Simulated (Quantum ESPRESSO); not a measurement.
Runs of Quantum ESPRESSO 7.5 on CsLiCr2Te2S3. It takes space group P3m1 (No. 156, trigonal). The conventional cell has a = 3.604 Å, b = 3.604 Å, c = 19.067 Å, α = 90.00°, β = 90.00°, γ = 120.00°. Cs (site symmetry 3m) is surrounded by 3 S at 3.38 Å and 6 Cs at 3.60 Å and 3 Te at 3.77 Å. Around Li (site symmetry 3m) lie 6 S at 2.63 to 2.66 Å. Cr (site symmetry 3m) is surrounded by 3 S at 2.40 Å and 3 Te at 2.74 Å. Cr (site symmetry 3m) has 6 S at 2.43 to 2.45 Å as nearest neighbours. Te (site symmetry 3m) has 6 Te at 3.60 Å and 3 Cs at 3.77 Å as nearest neighbours. Te (site symmetry 3m) is surrounded by 3 Cr at 2.74 Å. S (site symmetry 3m) has 3 Cr at 2.45 Å and 3 Li at 2.63 Å as nearest neighbours. S (site symmetry 3m) is surrounded by 3 Cr at 2.40 Å and 3 Li at 2.66 Å. The cell was built by a generator and needn't be a form met in nature.

```tsv
task	level	potentials or basis	cell	k mesh	cutoff (eV)	most ionic steps	forc conv thr	etot conv thr	ion dynamics	cell dynamics	mesh quality	gap on the mesh (eV)	pressure (GPa)	moment (μB)	largest force (eV/Å)
relaxation of cell and atoms	PBE+D3(BJ)	SSSP 1.3 efficiency PBE	relaxed to 0.3 kbar	5 × 5 × 1	748	40	0.0004 Ry/bohr	1e-05 Ry	bfgs	bfgs	coarse	none	0.0	5.38	0.01
single point	PBE	SG15 PBE 1.2	as given	4 × 4 × 1	952	-	-	-	-	-	coarse	none	0.3	5.66	(c)
band structure	LDA	SG15 PBE 1.2	as given	5 × 5 × 1	952	-	-	-	-	-	coarse	none	-4.5	(d)	(a)
band structure	PBEsol	SG15 PBE 1.2	as given	5 × 5 × 1	952	-	-	-	-	-	coarse	none	-2.2	5.67	0.30
band structure	PBE	SSSP 1.3 efficiency PBE	as given	9 × 9 × 2	748	-	-	-	-	-	not flagged	none	0.0	5.64	(b)
```

Alike in all rows: spin collinear, ferromagnetic start; smearing fermi-dirac 0.05 eV.

Task: Fill in the values left out.

Result: (a) 0.67; (b) 0.03; (c) 0.25; (d) 5.41.

Caveats: some runs use coarse meshes; only a ferromagnetic start was run, and an antiferromagnetic order may lie lower in energy; spin-orbit coupling is left out, which moves the levels of the heavy elements (some runs); the potentials were made for another functional, which shifts forces and pressure (some runs); some levels on the path didn't converge (some runs); pairwise dispersion overbinds metals, which lowers pressure and volume (some runs).

A k mesh can miss the band edges, and the runs leave out spin-orbit coupling on Cs, Te.

A gap of «none» marks a metal or a gap under the smearing width.

The runs don't all hold the same shells in valence.
